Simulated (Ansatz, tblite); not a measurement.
**C14H42O5Si6: rung by rung**

One table from this session's results is given with a row withheld; the runs are named, their logs left out.

The runs use Ansatz 0.2.0, Gaussian basis; as each input shows.

Levels to be run: GFN1-xTB, GFN2-xTB, PBE-D4/def2-SVP, r2SCAN-D4/def2-SVP, r2SCANh-D4/def2-SVP, ωB97M-V/def2-SVP, HF/def2-SVP, LC-ωPBE(0.10)/def2-SVP, LC-ωPBE(0.15)/def2-SVP, LC-ωPBE(0.20)/def2-SVP, LC-ωPBE(0.30)/def2-SVP, PBE0-D4/def2-TZVP, PBE-D4/def2-TZVP, HF/6-31G, B3LYP-D4/6-31G, MP2/def2-SVP, RPA/def2-SVP.

### The structure

The singlet was relaxed beforehand with PBE-D4/def2-SVP.

SMILES `C[Si](C)(C)O[Si](C)(C)O[Si](C)(C)O[Si](C)(C)O[Si](C)(C)O[Si](C)(C)C`, 67 atoms, charge 0, spin multiplicity 1.

Bond lengths: C1–Si2 1.885 Å, C1–H26 1.110 Å, C1–H27 1.110 Å, C1–H28 1.110 Å, Si2–C3 1.886 Å, Si2–C4 1.889 Å, Si2–O5 1.684 Å, C3–H29 1.110 Å, C3–H30 1.110 Å, C3–H31 1.110 Å, C4–H32 1.110 Å, C4–H33 1.110 Å, C4–H34 1.110 Å, O5–Si6 1.670 Å, Si6–C7 1.875 Å, Si6–C8 1.878 Å, Si6–O9 1.677 Å, C7–H35 1.109 Å and more. Angles: Si2–C1–H26 111.2°, Si2–C1–H27 110.7°, Si2–C1–H28 111.2°, H26–C1–H27 107.8°, H26–C1–H28 107.8°, H27–C1–H28 108.1°, C1–Si2–C3 110.9°, C1–Si2–C4 110.8°, C1–Si2–O5 107.2°, C3–Si2–C4 110.4°, C3–Si2–O5 108.1°, C4–Si2–O5 109.3°, Si2–C3–H29 110.7°, Si2–C3–H30 111.0°, Si2–C3–H31 111.3°, H29–C3–H30 107.9°, H29–C3–H31 108.0°, H30–C3–H31 107.9° and more.

PBE0-D4/def2-SVP was run before; its log isn't repeated, and its numbers join the tables.

The first run:

Tight binding, by tblite at 300 K electronic temperature and without a spin-polarisation term:

```python
tblite.interface.Calculator('GFN1-xTB', numbers, positions, charge=0, uhf=0).singlepoint()
```

Tight binding, by tblite at 300 K electronic temperature and without a spin-polarisation term:

```python
tblite.interface.Calculator('GFN2-xTB', numbers, positions, charge=0, uhf=0).singlepoint()
```

start.molden holds the orbitals of an earlier run on this state, given as this run's starting guess.

File in.yaml:

```yaml
crystal:
  periodic: [false, false, false]
  atoms:
    - {symbol: C, position_ang: [-2.930255, 2.356543, -1.119404]}
    - {symbol: Si, position_ang: [-4.024676, 1.271487, -0.033141]}
    - {symbol: C, position_ang: [-4.398588, 2.123067, 1.607968]}
    - {symbol: C, position_ang: [-5.629386, 0.830038, -0.927488]}
    - {symbol: O, position_ang: [-3.163040, -0.138543, 0.292020]}
    - {symbol: Si, position_ang: [-3.052660, -1.782617, 0.565791]}
    - {symbol: C, position_ang: [-3.307380, -2.134352, 2.390055]}
    - {symbol: C, position_ang: [-4.266963, -2.702319, -0.533121]}
    - {symbol: O, position_ang: [-1.491124, -2.251029, 0.170927]}
    - {symbol: Si, position_ang: [-0.240956, -1.706926, -0.817053]}
    - {symbol: C, position_ang: [-0.925197, -0.981155, -2.404961]}
    - {symbol: C, position_ang: [0.890110, -3.172045, -1.106230]}
    - {symbol: O, position_ang: [0.597034, -0.486888, -0.018211]}
    - {symbol: Si, position_ang: [0.867420, -0.010652, 1.578939]}
    - {symbol: C, position_ang: [-0.503422, 1.153727, 2.113842]}
    - {symbol: C, position_ang: [1.007930, -1.524383, 2.676236]}
    - {symbol: O, position_ang: [2.328693, 0.800682, 1.617144]}
    - {symbol: Si, position_ang: [3.189123, 1.970347, 0.765877]}
    - {symbol: C, position_ang: [4.152020, 2.983244, 2.013421]}
    - {symbol: C, position_ang: [1.994559, 3.002506, -0.262070]}
    - {symbol: O, position_ang: [4.298463, 1.225408, -0.237743]}
    - {symbol: Si, position_ang: [4.433743, -0.088066, -1.291872]}
    - {symbol: C, position_ang: [4.311509, -1.685421, -0.296845]}
    - {symbol: C, position_ang: [6.120315, 0.062584, -2.115276]}
    - {symbol: C, position_ang: [3.046422, 0.009905, -2.568457]}
    - {symbol: H, position_ang: [-2.781905, 1.901685, -2.120877]}
    - {symbol: H, position_ang: [-1.930351, 2.491243, -0.657121]}
    - {symbol: H, position_ang: [-3.379735, 3.360404, -1.266927]}
    - {symbol: H, position_ang: [-3.458966, 2.379704, 2.140012]}
    - {symbol: H, position_ang: [-4.996612, 1.463492, 2.271493]}
    - {symbol: H, position_ang: [-4.972137, 3.060685, 1.453483]}
    - {symbol: H, position_ang: [-6.285103, 0.197645, -0.292558]}
    - {symbol: H, position_ang: [-5.423108, 0.273069, -1.865156]}
    - {symbol: H, position_ang: [-6.200025, 1.743865, -1.194864]}
    - {symbol: H, position_ang: [-2.582553, -1.556766, 2.999550]}
    - {symbol: H, position_ang: [-3.160360, -3.210834, 2.613292]}
    - {symbol: H, position_ang: [-4.329813, -1.851091, 2.714137]}
    - {symbol: H, position_ang: [-4.154108, -3.799497, -0.415514]}
    - {symbol: H, position_ang: [-5.316066, -2.435879, -0.290208]}
    - {symbol: H, position_ang: [-4.089726, -2.452626, -1.599480]}
    - {symbol: H, position_ang: [-1.586103, -0.123559, -2.169278]}
    - {symbol: H, position_ang: [-0.109603, -0.621926, -3.064589]}
    - {symbol: H, position_ang: [-1.515309, -1.735873, -2.964692]}
    - {symbol: H, position_ang: [1.762579, -2.882424, -1.725226]}
    - {symbol: H, position_ang: [1.268449, -3.570670, -0.143244]}
    - {symbol: H, position_ang: [0.348145, -3.988487, -1.625922]}
    - {symbol: H, position_ang: [-1.492528, 0.661637, 2.036916]}
    - {symbol: H, position_ang: [-0.524352, 2.046185, 1.455464]}
    - {symbol: H, position_ang: [-0.348518, 1.498031, 3.156907]}
    - {symbol: H, position_ang: [1.148297, -1.241529, 3.739094]}
    - {symbol: H, position_ang: [0.092898, -2.145182, 2.591701]}
    - {symbol: H, position_ang: [1.876043, -2.143757, 2.371762]}
    - {symbol: H, position_ang: [4.797851, 3.729288, 1.506343]}
    - {symbol: H, position_ang: [3.470340, 3.522783, 2.702631]}
    - {symbol: H, position_ang: [4.802447, 2.320587, 2.620396]}
    - {symbol: H, position_ang: [2.540806, 3.715252, -0.913687]}
    - {symbol: H, position_ang: [1.375652, 2.346920, -0.909468]}
    - {symbol: H, position_ang: [1.311384, 3.588179, 0.387734]}
    - {symbol: H, position_ang: [4.449591, -2.578775, -0.941144]}
    - {symbol: H, position_ang: [5.083228, -1.712404, 0.499791]}
    - {symbol: H, position_ang: [3.316317, -1.758861, 0.185075]}
    - {symbol: H, position_ang: [6.293444, -0.771262, -2.827510]}
    - {symbol: H, position_ang: [6.203308, 1.015494, -2.677221]}
    - {symbol: H, position_ang: [6.932646, 0.041859, -1.359730]}
    - {symbol: H, position_ang: [3.080895, -0.842122, -3.279360]}
    - {symbol: H, position_ang: [3.110485, 0.948906, -3.155716]}
    - {symbol: H, position_ang: [2.068473, -0.008534, -2.046633]}
basis:
  gaussian: {orbitals: def2-SVP, fitting: {mean_field: def2-universal-jkfit}, initial_orbitals: start.molden}
hamiltonian: {xc: pbe, dispersion: d4}
scf: {omitted_lower_state_checks: [starts]}
output: {orbitals: {seedname: orbitals}}
```

The run is started by

```
ansatz run in.yaml --threads 2 --pin off --events-out ev --progress --plain --max-ram 32768MiB --backend cuda --devices 0, --max-vram 18GiB
```

Steps of the session up to this table: PBE-D4/def2-SVP; r2SCAN-D4/def2-SVP; r2SCANh-D4/def2-SVP; ωB97M-V/def2-SVP; HF/def2-SVP; LC-ωPBE(0.10)/def2-SVP; LC-ωPBE(0.15)/def2-SVP; LC-ωPBE(0.20)/def2-SVP; LC-ωPBE(0.30)/def2-SVP; PBE0-D4/def2-TZVP; PBE-D4/def2-TZVP; HF/6-31G; B3LYP-D4/6-31G; MP2/def2-SVP; RPA/def2-SVP.

One of the session's tables, all rows but one given; the rest of the session is left out.

It belongs to the step «Binding energy». 

```
              level  binding an atom (eV)
           HF/6-31G                 2.921
        HF/def2-SVP                 3.191
    PBE-D4/def2-SVP                 4.253
   PBE-D4/def2-TZVP                     ?
 r2SCAN-D4/def2-SVP                 4.211
r2SCANh-D4/def2-SVP                 4.194
     B3LYP-D4/6-31G                 4.004
   PBE0-D4/def2-SVP                 4.208
  PBE0-D4/def2-TZVP                 4.202
   ωB97M-V/def2-SVP                 4.251
       MP2/def2-SVP                 4.024
```

Q: Estimate the row for PBE-D4/def2-TZVP from the others.

As computed: binding an atom (eV): 4.247. In the column «binding an atom (eV)» it lies between r2SCAN-D4/def2-SVP (4.211) and ωB97M-V/def2-SVP (4.251).

Limits of these values: Free atoms were run apart at each level; binding is atoms less cluster, divided by the number of atoms, without zero-point or spin-orbit terms.
